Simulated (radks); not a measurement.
# Cr²⁺ in [Ar] 3d4: an all-electron calculation

An exercise on one series of results from a longer session: the logs are not shown, and one member is left open.

The numbers are computed with radks (a radial shooting solver on a logarithmic mesh, Libxc functionals) version 1 (non-relativistic Kohn-Sham, SCAN, spin-polarised, spherical densities, point nucleus; open shells are filled with parallel spins first), except any that are marked as measured or tabulated.

### The system

| Item | Value |
| --- | --- |
| element | chromium (Z = 24) |
| charge | +2 |
| electrons | 22 |
| configuration | [Ar] 3d4 |

The outer shells:

Cr²⁺
```
[Ar] core
3d [↑ ][↑ ][↑ ][↑ ][  ]
```

The first run:

Input:

```text
Z 24
configuration [Ar] 3d4 4s0 4p0
relativity non-relativistic
functional scan,scan
spin polarised
nucleus point
```

One table of the session follows, with a row left open; its other results are not shown here.

It belongs to the step «Radial structure». Radial moments (bohr):

| level | <r> | outermost maximum (interpolated) | 90 % within | nodes |
| --- | --- | --- | --- | --- |
| 1s down | 0.06421 | 0.0423 | 0.114 | 0 |
| 1s up | 0.06421 | 0.0423 | 0.114 | 0 |
| 2s up | 0.2956 | 0.246 | 0.458 | 1 |
| 2s down | 0.2949 | 0.246 | 0.457 | 1 |
| 2p up | 0.2611 | 0.199 | 0.428 | 0 |
| 2p down | 0.2603 | 0.199 | 0.426 | 0 |
| 3s up | 0.9042 | 0.783 | 1.35 | 2 |
| 3s down | 0.9089 | 0.783 | 1.36 | 2 |
| 3p up | 0.9571 | 0.800 | 1.47 | 1 |
| 3p down | 0.9634 | 0.802 | 1.48 | 1 |
| 3d up | 1.197 | 0.817 | 2.04 | 0 |
| 3d down | 1.238 | 0.828 | 2.13 | 0 |
| 4s up | ? | ? | ? | ? |
| 4p up | 3.163 | 2.76 | 4.67 | 2 |

Estimate the missing values for 4s up.

**Answer.** <r>: 2.665; outermost maximum (interpolated): 2.34; 90 % within: 3.90; nodes: 3. In the column «<r>» it lies between 3d down (1.238) and 4p up (3.163).

Limits of these values: Open shells are spherical and high-spin; term and fine-structure splittings are not resolved.
